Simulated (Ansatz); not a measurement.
Li5Mg, space group P-62m, a scan of one input key

Program: the Ansatz DFT code, driven from Python.

`run_edit.py`:
```python
"""Keys set on an Input object, for Li5Mg."""

import warnings

import ansatz as az


def main() -> None:
    warnings.simplefilter("ignore", az.DeckWarning)

    structure = (
        az.Lattice.of((5.274126, 0.0, 0.0), (-2.637063, 4.567527, 0.0), (0.0, 0.0, 5.053199))
        .atom("Li", (0.332251, 0.0, 0.0))
        .atom("Li", (2 / 3, 1 / 3, 0.5))
        .atom("Li", (0.667749, 0.667749, 0.0))
        .atom("Li", (1 / 3, 2 / 3, 0.5))
        .atom("Li", (0.0, 0.332251, 0.0))
        .atom("Mg", (0.0, 0.0, 0.5))
    )

    setup = (
        structure.calculation()
        .basis(35 * az.Ry, xc_grid=1)
        .eigensolver("davidson", full_accuracy=True)
        .occupations(az.OccupationsMethod.GAUSSIAN, width=0.1)
        .pseudopotentials("paw")
        .functional("LDA")
        .initial_density(normalization="atom")
        .kpoints(4)
        .band_table()
    )
    typed = setup.input()
    rows = []
    for value in [4, 6, 9]:
        edited = typed.set(az.key.basis.ecutrho_ratio, value)
        data = az.Session.from_dict(edited).plan().execute().report
        rows.append((value, data["free_energy_ev"], data["n_iterations"], len(data["eigenvalues_ev"][0]) if "eigenvalues_ev" in data else 0))
    print(" density ratio            F eV      iterations    bands listed")
    for row in rows:
        print(f"{str(row[0]):>14s}  {row[1]:14.5f}  {row[2]:14d}  {row[3]:14d}")
    print(edited.to_yaml())


if __name__ == "__main__":
    main()
```

```console
$ python run_edit.py
 density ratio            F eV      iterations    bands listed
             4     -2909.97756               7              19
             6     -2909.97755               7              19
             9     -2909.97755               7              19
crystal:
  lattice:
    - [5.274126, 0.0, 0.0]
    - [-2.637063, 4.567527, 0.0]
    - [0.0, 0.0, 5.053199]
  atoms:
    - { symbol: Li, position: [0.332251, 0.0, 0.0] }
    - { symbol: Li, position: [0.6666666666666666, 0.3333333333333333, 0.5] }
    - { symbol: Li, position: [0.667749, 0.667749, 0.0] }
    - { symbol: Li, position: [0.3333333333333333, 0.6666666666666666, 0.5] }
    - { symbol: Li, position: [0.0, 0.332251, 0.0] }
    - { symbol: Mg, position: [0.0, 0.0, 0.5] }
basis:
  ecutwfc: 476.19925930478996
  xc_grid: 1
  ecutrho_ratio: 9
kpoints:
  mp_grid:
    grid: [4, 4, 4]
hamiltonian:
  xc: lda
  pseudopotentials:
    kind: paw
scf:
  occupations:
    method: gaussian
    width: 0.1
  eigensolver:
    kind: davidson
    full_accuracy: true
  initial_density:
    normalization: atom
output:
  eigenvalues: true
```

The settings weren't tested for convergence. The mesh is modest for a metal, so energies can be off by several to tens of meV an atom and pressures by half a GPa or more; differences at equal mesh fare better. This cell is a computed structure, which may not be the phase found in nature. Timing: 19 s on 1 thread of Arm Neoverse V1, on a shared host, peak memory 0.39 GiB.
